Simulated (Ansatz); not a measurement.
**BeH+ (singlet): the correlation ladder at distance Be1–H2 = 1.786 Å, cc-pVQZ**

Aim: climb from Hartree-Fock through coupled cluster for BeH+ (singlet) at one geometry and basis, and see what each rung misses.

The runs use Ansatz 0.2.0, Gaussian basis; cc-pVQZ, core rule «outside noble gas», up to 1 orbitals frozen.

The runs, in order: UHF; CCSD(T) on RHF; CCSD(T) on UHF; BCCD(T) on RHF; Full CI.

41 further runs of the same task are left out: 21 for a known fault of the program, 15 that didn't finish, 5 set aside as unsound or not needed. Runs told in other sessions of the task aren't counted.

### Step 1. What is computed

The geometry derives from a PBE0/def2-TZVP stationary point (not a proven minimum). One bond is set to the value named and the two fragments are kept rigid.

2 atoms, charge 1, spin multiplicity 1.

Atoms are counted from 1 here; the program's logs count them from 0.

No contacts short enough for the rule that draws bonds.

### Step 2. UHF

in.yaml reads:

```yaml
crystal:
  periodic: [false, false, false]
  atoms:
    - {symbol: Be, position_ang: [0.000000, 0.000000, 0.000000]}
    - {symbol: H, position_ang: [0.000000, 0.000000, 1.786000]}
basis:
  gaussian: {orbitals: cc-pVQZ}
total_charge: 1
magnetization: {spin_polarized: true, initial_magnetization: 0}
hamiltonian: {xc: hf}
output: {orbitals: {seedname: orbitals}}
```

Started as:

```bash
$ ansatz run in.yaml --threads 1 --pin off --events-out ev --progress --plain --max-ram 2393MiB
```

Further steps of the session: CCSD(T) on RHF; CCSD(T) on UHF; BCCD(T) on RHF; Full CI.

Q: Predict the results of all the runs planned. Wanted: FCI from the RHF energy; RMP2 from FCI; RCCSD from FCI; RCCSD(T) from FCI; T1 diagnostic; effectively unpaired electrons.

The runs gave:

| quantity | value |
| --- | --- |
| FCI from the RHF energy | -1.2653 eV |
| RMP2 from FCI | +33.2 kJ/mol |
| RCCSD from FCI | 0.0 kJ/mol |
| RCCSD(T) from FCI | 0.0 kJ/mol |
| levels within 1 kcal/mol (43 meV) | RCCSD, RCCSD(T), BCCD(T) |
| T1 diagnostic | 0.028 |
| effectively unpaired electrons | 0.08 |

RCCSD(T) misses by 0.0 kJ/mol, 0.0 % of the correlation energy. One determinant dominates. These misses are within one basis, not against nature. With two correlated electrons CCSD is exact in the basis.
